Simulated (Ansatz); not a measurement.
# SrTiO3: the cost of one run

Program: Ansatz 0.2.0. Level of theory: DFT PBE+U (U_eff = 6 eV on Yb 4f, 4 eV on Ti 3d), scalar-relativistic, plane waves, PAW. These are calculated values, not measurements.

3 further runs of the same task are left out: 3 set aside as unsound or not needed.

**1. The system as given**

The cell holds 20 atoms (O12Sr3Ti4Yb): a = 6.837 Å, b = 6.837 Å, c = 6.837 Å, α = 109.47°, β = 109.47°, γ = 109.47°.

Coordinates:

```
Yb Sr Ti O
1.0
    -3.94714    3.94714    3.94714
     3.94714   -3.94714    3.94714
     3.94714    3.94714   -3.94714
Yb Sr Ti O
1 3 4 12
Direct
  0.00256 0.50319 0.50409
  0.50000 0.00000 0.50000
  0.50000 0.50000 0.00000
  0.00000 0.00000 0.00000
  0.50000 0.50000 0.50000
  0.00000 0.00000 0.50000
  0.00000 0.50000 0.00000
  0.50000 0.00000 0.00000
  0.24028 0.49445 0.24501
  0.74898 0.99381 0.25447
  0.74350 0.49722 0.74954
  0.24686 0.00670 0.74741
  0.25115 0.23973 0.50276
  0.75857 0.74839 0.50766
  0.74142 0.23524 0.99000
  0.25265 0.75907 0.00349
  0.49186 0.75489 0.75208
  0.99704 0.25134 0.74483
  0.99861 0.75116 0.25476
  0.50595 0.26278 0.26067
```

The host was relaxed before at PBE+U (U_eff = 4 eV on Ti 3d): a = 3.947 Å, b = 3.947 Å, c = 3.947 Å, α = 90.00°, β = 90.00°, γ = 90.00° (conventional cell), 12.299 Å³/atom.

Places, in fractions of the supercell: Yb in place of Sr at (0.000, 0.500, 0.500). Its neighbours start displaced at random by about 0.03 Å.

**2. Band edges of the host over the zone**

input.yaml reads:

```yaml
crystal:
  lattice:
    - [3.9471414569, 0.0, 0.0]
    - [0.0, 3.9471414569, 0.0]
    - [0.0, 0.0, 3.9471414569]
  atoms:
    - { symbol: Sr, position: [0.0, 0.0, 0.0] }
    - { symbol: Ti, position: [0.5, 0.5, 0.5] }
    - { symbol: O, position: [0.5, 0.0, 0.5] }
    - { symbol: O, position: [0.5, 0.5, 0.0] }
    - { symbol: O, position: [0.0, 0.5, 0.5] }
basis:
  ecutwfc: 420
  xc_grid: 2
kpoints:
  mp_grid: { grid: [6, 6, 6] }
  band_path: { path: [VBM, CBM], npoints: 2 }
hamiltonian:
  xc: pbe
  hubbard: { sites: [{ species: Ti, l: d, u_eff: 4.0 }] }
scf:
  occupations: { method: gaussian, width: 0.02 }
output:
  forces: true
  stress: true
  eigenvalues: true
```

Started as:

```console
ansatz run input.yaml --threads 8 --pin off --max-ram 14336MiB --backend cpu --events-out ev --progress --plain --runs-dir out
```

Q: Estimate wall time and peak memory on 8 threads of Arm Neoverse V1, shared host.

About 1.8 s, with a peak of 0.42 GiB.
